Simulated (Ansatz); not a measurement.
# TiAl3: the cost of one run

Method: DFT PBEsol, scalar-relativistic, plane waves, PAW, in Ansatz 0.2.0.

1 further run of the same task is left out (set aside as unsound or not needed).

### 1 The structure to begin with

The structure is tetragonal, space group I4/mmm (No. 139). The conventional cell has a = 3.845 Å, b = 3.845 Å, c = 8.623 Å, α = 90.00°, β = 90.00°, γ = 90.00°. Ti (site symmetry 4/mmm) has 12 Al at 2.72 to 2.89 Å as nearest neighbours. Around Al (site symmetry 4/mmm) lie 4 Ti at 2.72 Å and 8 Al at 2.89 Å. Around Al (site symmetry -4m2) lie 8 Al at 2.72 to 2.89 Å and 4 Ti at 2.89 Å.

As a file:

```cif
data_structure
_symmetry_space_group_name_H-M 'I4/mmm'
_symmetry_Int_Tables_number 139
_cell_length_a 3.8453
_cell_length_b 3.8453
_cell_length_c 8.6228
_cell_angle_alpha 90.000
_cell_angle_beta 90.000
_cell_angle_gamma 90.000
_cell_volume 127.50
loop_
_atom_site_label
_atom_site_type_symbol
_atom_site_symmetry_multiplicity
_atom_site_Wyckoff_symbol
_atom_site_fract_x
_atom_site_fract_y
_atom_site_fract_z
_atom_site_occupancy
Ti1 Ti 2 a 0.00000 0.00000 0.00000 1
Al1 Al 2 b 0.50000 0.50000 0.00000 1
Al2 Al 4 d 0.00000 0.50000 0.25000 1
```

It goes back to an entry of the Materials Project, which need not be the stable form.

It is the result of an earlier relaxation at this level (volume 15.94 Å³/atom; gap on the mesh: none (metal)).

### 2 Relaxing with PBEsol

input.yaml

```yaml
crystal:
  lattice:
    - [-1.9226734293, 1.9226734293, 4.3114047963]
    - [1.9226734293, -1.9226734293, 4.3114047963]
    - [1.9226734293, 1.9226734293, -4.3114047963]
  atoms:
    - { symbol: Ti, position: [0.0, 0.0, 0.0] }
    - { symbol: Al, position: [0.5, 0.5, 0.0] }
    - { symbol: Al, position: [0.75, 0.25, 0.5] }
    - { symbol: Al, position: [0.25, 0.75, 0.5] }
basis:
  ecutwfc: 420
kpoints:
  mp_grid: { grid: [16, 16, 16] }
hamiltonian:
  xc: pbesol
scf:
  occupations: { method: gaussian, width: 0.1 }
output:
  forces: true
  stress: true
  eigenvalues: true
relax:
  adjacent_minimum: "off"
  f_tol: 0.005
  max_steps: 50
  cell: { stress_tol: 0.05 }
```

Launch:

```console
ansatz run input.yaml --threads 1 --pin off --max-ram 2560MiB --backend cpu --events-out ev --progress --plain --runs-dir out
```

What time and memory should one allow on 1 thread of Arm Neoverse V2, shared host?

About 83 s, with a peak of 0.6 GiB.
